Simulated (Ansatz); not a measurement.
**CH9BGeSi: a ladder of functionals and wavefunction methods**

One table from this session's results is given with a row withheld; the runs are named, their logs left out.

Computed with Ansatz 0.2.0, Gaussian basis. Level: functionals in def2-TZVPP, the program's frozen cores in correlated methods.

The runs, in order: LDA (SPW92), PBE-D4, revPBE-D4, BLYP-D4, r2SCAN-D4, B97M-V, PBE0-D4, B3LYP-D4, r2SCANh-D4, r2SCAN0-D4, HSE06-D4, BHLYP-D4, CAM-B3LYP-D4, LC-ωPBE, ωB97X-V, ωB97M-V, B2PLYP, PBE-QIDH; CCSD(T)/def2-SVP; CCSD(T)/def2-TZVPP; MP2/def2-QZVPP; extrapolation to the limit; RPA on PBE.

## The geometry

An earlier PBE0-D4 in a triple-zeta def2 set relaxation fixed the geometry.

SMILES `[BH2][GeH2][SiH2]C`, 13 atoms, charge 0, spin multiplicity 1.

Atoms are counted from 1 here; the program's logs count them from 0.

Bond lengths: B1–Ge2 2.037 Å, B1–H5 1.195 Å, B1–H6 1.195 Å, Ge2–Si3 2.398 Å, Ge2–H7 1.542 Å, Ge2–H8 1.540 Å, Si3–C4 1.875 Å, Si3–H9 1.490 Å, Si3–H10 1.490 Å, C4–H11 1.092 Å, C4–H12 1.092 Å, C4–H13 1.092 Å. Angles: Ge2–B1–H5 120.6°, Ge2–B1–H6 120.8°, H5–B1–H6 118.4°, B1–Ge2–Si3 105.9°, B1–Ge2–H7 113.6°, B1–Ge2–H8 114.2°, Si3–Ge2–H7 106.6°, Si3–Ge2–H8 107.9°, H7–Ge2–H8 108.2°, Ge2–Si3–C4 111.2°, Ge2–Si3–H9 109.0°, Ge2–Si3–H10 108.3°, C4–Si3–H9 110.3°, C4–Si3–H10 110.4°, H9–Si3–H10 107.6°, Si3–C4–H11 111.0°, Si3–C4–H12 110.7°, Si3–C4–H13 110.7° and more.

The first run:

in.yaml

```yaml
crystal:
  periodic: [false, false, false]
  atoms:
    - {symbol: B, position_ang: [-1.506775, 1.843756, -0.189044]}
    - {symbol: Ge, position_ang: [0.438807, 1.408170, -0.608869]}
    - {symbol: Si, position_ang: [0.956847, -0.567404, 0.648253]}
    - {symbol: C, position_ang: [-0.073748, -2.025214, 0.074730]}
    - {symbol: H, position_ang: [-2.392512, 1.309543, -0.788258]}
    - {symbol: H, position_ang: [-1.790033, 2.564505, 0.720772]}
    - {symbol: H, position_ang: [0.688381, 1.065160, -2.091460]}
    - {symbol: H, position_ang: [1.434930, 2.507132, -0.194574]}
    - {symbol: H, position_ang: [0.713755, -0.299887, 2.093624]}
    - {symbol: H, position_ang: [2.408134, -0.860724, 0.482806]}
    - {symbol: H, position_ang: [-1.138692, -1.832666, 0.221797]}
    - {symbol: H, position_ang: [0.091175, -2.220093, -0.987197]}
    - {symbol: H, position_ang: [0.190134, -2.926977, 0.632119]}
basis:
  gaussian: {orbitals: def2-TZVPP}
hamiltonian: {xc: lda}
output: {orbitals: {seedname: orbitals}}
```

Started as:

```sh
$ ansatz run in.yaml --threads 4 --pin off --events-out ev --progress --plain --max-ram 10444MiB
```

Steps of the session up to this table: LDA; PBE-D4 (GGA); revPBE-D4 (GGA); BLYP-D4 (GGA); r2SCAN-D4 (meta-GGA); B97M-V (meta-GGA); PBE0-D4 (hybrid); B3LYP-D4 (hybrid); r2SCANh-D4 (hybrid); r2SCAN0-D4 (hybrid); HSE06-D4 (hybrid); BHLYP-D4 (hybrid); CAM-B3LYP-D4 (range-separated); LC-ωPBE (range-separated); ωB97X-V (range-separated); ωB97M-V (range-separated); B2PLYP (double hybrid); PBE-QIDH (double hybrid).

One table of the session follows, with a row left open; its other results are not shown here.

It belongs to the step «Orbital energies across the functionals». 

```
  functional  HOMO (eV)  LUMO (eV)  gap (eV)
 LDA (SPW92)      -6.68      -3.50      3.18
      PBE-D4      -6.56      -3.25      3.32
   revPBE-D4          ?          ?         ?
     BLYP-D4      -6.41      -3.07      3.34
   r2SCAN-D4      -6.79      -2.93      3.86
      B97M-V      -6.89      -3.07      3.81
     PBE0-D4      -7.60      -2.31      5.28
    B3LYP-D4      -7.40      -2.50      4.89
  r2SCANh-D4      -7.17      -2.61      4.56
  r2SCAN0-D4      -7.74      -2.14      5.61
    HSE06-D4      -7.21      -2.69      4.52
    BHLYP-D4      -8.52      -1.29      7.22
CAM-B3LYP-D4      -8.82      -1.23      7.59
     LC-ωPBE     -10.09      -0.07     10.02
     ωB97X-V      -9.78      -0.18      9.59
     ωB97M-V      -9.59      -0.43      9.16
```

**Question.** Estimate the row for revPBE-D4.

As computed: HOMO (eV): -6.52; LUMO (eV): -3.13; gap (eV): 3.38. In the column «HOMO (eV)» it lies between PBE-D4 (-6.56) and BLYP-D4 (-6.41).
